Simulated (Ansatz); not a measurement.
CsLiCr2Te2S3, 9 atoms in the cell. Symmetry: P3m1, No. 156, trigonal system. Conventional cell: a = 3.604 Å, b = 3.604 Å, c = 19.067 Å, α = 90.00°, β = 90.00°, γ = 120.00°. Cs (site symmetry 3m) has 3 S at 3.38 Å and 6 Cs at 3.60 Å and 3 Te at 3.77 Å as nearest neighbours. Around Li (site symmetry 3m) lie 6 S at 2.63 to 2.66 Å. Cr (site symmetry 3m) is surrounded by 3 S at 2.40 Å and 3 Te at 2.74 Å. Cr (site symmetry 3m) is surrounded by 6 S at 2.43 to 2.45 Å. Te (site symmetry 3m) is surrounded by 6 Te at 3.60 Å and 3 Cs at 3.77 Å. Te (site symmetry 3m) is surrounded by 3 Cr at 2.74 Å. Around S (site symmetry 3m) lie 3 Cr at 2.45 Å and 3 Li at 2.63 Å. S (site symmetry 3m) is surrounded by 3 Cr at 2.40 Å and 3 Li at 2.66 Å. The cell was built by a generator and needn't be a form met in nature.

* Program: Ansatz 0.2.0
* Task: band structure
* Functional: PBE
* Potentials or basis: Ansatz PAW
* Cutoff: 420 eV (not typed: the program's choice for these potentials)
* k mesh: 6 × 6 × 1
* Occupations: fermi-dirac, width 0.05 eV
* Spin: non-collinear spin, ferromagnetic start, spin-orbit coupling
* Starting moments: [[0.0, 0.0, 0.0], [0.0, 0.0, 0.0], [3.0, 0.0, 0.0], [3.0, 0.0, 0.0], [0.0, 0.0, 0.0], [0.0, 0.0, 0.0], [0.0, 0.0, 0.0], [0.0, 0.0, 0.0], [0.0, 0.0, 0.0]] μB
* Path: [["G", "M", "K", "G", "A", "L", "H", "A"], ["L", "M"], ["K", "H"]]
* Points for each segment of the path: 10

Hardware: 1 × NVIDIA H100 80GB HBM3 with 2 threads of AMD EPYC 7R13 Processor (Zen 3) (shared host).

**Question.** Estimate the wall time of this run.

**Answer.** It took 38 s on 1 × NVIDIA H100 80GB HBM3 with 2 threads of AMD EPYC 7R13 Processor (Zen 3) (shared host), peak memory 3.4 GiB. Counts: scf iterations 37, plane waves 4167, k points 21, bands 112.
